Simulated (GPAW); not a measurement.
Runs of GPAW 26.7.0 on NiMoIrPdW. It takes space group P3m1 (No. 156, trigonal). The conventional cell has a = 2.761 Å, b = 2.761 Å, c = 11.341 Å, α = 90.00°, β = 90.00°, γ = 120.00°. Ni (site symmetry 3m) is surrounded by 3 W at 2.59 Å and 3 Pd at 2.68 Å and 6 Ni at 2.76 Å. Mo (site symmetry 3m) has 3 Ir at 2.66 Å and 1 W at 2.66 Å and 6 Mo at 2.76 Å as nearest neighbours. Pd (site symmetry 3m) has 3 Ni at 2.68 Å and 6 Pd at 2.76 Å and 3 Ir at 2.84 Å as nearest neighbours. Ir (site symmetry 3m) is surrounded by 3 Mo at 2.66 Å and 6 Ir at 2.76 Å and 3 Pd at 2.84 Å. W (site symmetry 3m) has 3 Ni at 2.59 Å and 1 Mo at 2.66 Å and 6 W at 2.76 Å as nearest neighbours. The cell was built by a generator and needn't be a form met in nature.

```csv
task,level,potentials or basis,cell,k mesh,ranks,eigensolver,band path,band points,optimizer,mesh quality,gap on the mesh (eV),pressure (GPa),moment (μB),largest force (eV/Å)
single point,vdW-DF,"GPAW PAW data sets (gpaw-data 1.2.1), pw",as given,6 × 6 × 2,-,-,-,-,-,coarse,none,-,0.54,0.43
band structure,TPSS,"GPAW PAW data sets (gpaw-data 1.2.1), pw",as given,8 × 8 × 2,8,davidson,"GMKGALHA,LM,KH",80,-,not flagged,-,-5.5,0.00,0.38
relaxation of cell and atoms,LDA,"the program's PAW data sets (release 1.2.1) made for this functional, pw",relaxed,8 × 8 × 2,8,-,-,-,BFGS,not flagged,none,-0.1,0.00,0.02
single point,optB88-vdW,"GPAW PAW data sets (gpaw-data 1.2.1), pw",as given,6 × 6 × 2,-,-,-,-,-,coarse,none,-,0.44,(b)
band structure,SCAN,"GPAW PAW data sets (gpaw-data 1.2.1), pw",as given,8 × 8 × 2,8,-,"GMKGALHA,LM,KH",80,-,not flagged,-,-8.9,(a),0.19
single point,PBE+D4,"GPAW PAW data sets (gpaw-data 1.2.1), pw",as given,6 × 6 × 2,-,-,-,-,-,coarse,none,-5.5,(c),0.20
```

Alike in all rows: spin collinear, ferromagnetic start; cutoff (eV) 600; smearing fermi-dirac 0.05 eV.

Q: Estimate the missing entries.

A: (a) 0.22; (b) 0.27; (c) 0.66.

Caveats: some runs use coarse meshes; the stock nickel data set gives pressures a few GPa off other programs; the PAW data sets were made with another functional, which shifts forces and pressure a little (some runs); spin-orbit coupling is left out, which moves the levels of the heavy elements (some runs); each step starts from the last one's moments, so a moment once lost doesn't come back (some runs); later steps reuse the first step's grids (some runs); pairwise dispersion overbinds metals, which lowers pressure and volume (some runs).

A k mesh can miss the band edges, and the runs leave out spin-orbit coupling on Ir, Mo, Pd, W.

A gap of «none» marks a metal or a gap under the smearing width.
